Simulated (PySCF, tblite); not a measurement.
# C₄H₁₁NOSi₃: geometry, infrared bands and NMR shifts

Aim: predict the infrared bands and NMR shifts of C₄H₁₁NOSi₃ (`CO[Si@@H]1C[C@@H](C#N)[SiH2][SiH2]1`).

Programs: tblite 0.8.0 and PySCF 2.14.0, with density-fitted response routines of our own. Each step states its level of theory. These are calculated values for one molecule in the gas phase, unless marked as measured. Atoms are numbered from 0 throughout.

### Step 1. Starting geometry

20 atoms, charge 0, multiplicity 1; geometry from: force field or distance geometry start.

Bonds of the start (Å): C0–O1 1.43, O1–Si2 1.64, Si2–C3 1.91, C3–C4 1.54, C4–C5 1.49, C5–N6 1.16, C4–Si7 1.90, Si7–Si8 2.34, Si8–Si2 2.36, C0–H9 1.09, C0–H10 1.09, C0–H11 1.09, Si2–H12 1.47, C3–H13 1.09, C3–H14 1.11, C4–H15 1.10, Si7–H16 1.49, Si7–H17 1.49, Si8–H18 1.48, Si8–H19 1.49.

### Step 2. Relaxing the molecule with GFN2-xTB

The job: settings as JSON, then the geometry in Å.

```
{"job": {"kind": "relax", "xc": "GFN2-xTB", "basis": "xTB"}, "charge": 0, "multiplicity": 1}
C      3.239900    -0.301900     1.170800
O      1.865800     0.037700     1.400300
Si     0.858700     0.216100     0.112500
C     -0.656300     1.319800     0.495600
C     -1.900000     0.998200    -0.357300
C     -1.732600     1.488600    -1.749300
N     -1.569800     1.872800    -2.834600
Si    -2.310000    -0.852300    -0.351300
Si    -0.180500    -1.820700    -0.470900
H      3.317500    -1.265500     0.665500
H      3.731500     0.482600     0.592100
H      3.731600    -0.384000     2.141400
H      1.585200     0.765800    -1.043700
H     -0.362000     2.364600     0.400900
H     -0.907400     1.159200     1.563400
H     -2.760100     1.528100     0.082800
H     -3.201400    -1.256600    -1.476500
H     -2.949300    -1.217700     0.943800
H      0.178900    -2.241800    -1.845200
H      0.015100    -2.882200     0.556700
```

The run is started by

```bash
$ OMP_NUM_THREADS=1 python probes_run.py task.json out
```

The driver reads the jobs from task.json and runs them one after another.

**Question.** This job is followed by: GFN2-xTB harmonic vibrations, gas phase; GIAO PBE0/pcSseg-1 NMR shielding, non-relativistic, gas phase. What will the session give for the following? strongest single infrared mode (GFN2-xTB); zero-point energy (GFN2-xTB); 13C shifts against TMS (PBE0/pcSseg-1); 1H shifts against TMS (PBE0/pcSseg-1, means over atoms taken as alike); 17O shifts against H2O (PBE0/pcSseg-1); 29Si shifts against TMS (PBE0/pcSseg-1); 15N shifts against NH3 (PBE0/pcSseg-1).

**Answer**, as computed:

| quantity | value |
| --- | --- |
| strongest single infrared mode (GFN2-xTB) | 2206 cm⁻¹, 481 km/mol |
| zero-point energy (GFN2-xTB) | 85.2 kcal/mol |
| 13C shifts against TMS (PBE0/pcSseg-1) | 128.3, 54.8, 20.6, 7.3 ppm |
| 1H shifts against TMS (PBE0/pcSseg-1, means over atoms taken as alike) | 5.78, 4.38, 4.22, 3.78, 3.36, 3.27, 2.45, 2.12, 0.81 ppm |
| 17O shifts against H2O (PBE0/pcSseg-1) | 2.3 ppm |
| 29Si shifts against TMS (PBE0/pcSseg-1) | 11.5, -51.7, -142.4 ppm |
| 15N shifts against NH3 (PBE0/pcSseg-1) | 300.3 ppm |

**Reading.** Relaxing lowered the energy by 0.438 eV in 95 steps; the close pair that moved most is C4–C5, from 1.485 to 1.426 Å. All 54 modes are real, so the xTB geometry is a minimum. The strongest single mode, at 2206 cm⁻¹, moves mainly H18. Unscaled tight-binding wavenumbers are off by several per cent, some by more. Its intensities can rank the bands wrongly. At PBE0/pcSseg-1: The largest span, 481 ppm, is at N6, where the paramagnetic term is -373 ppm.
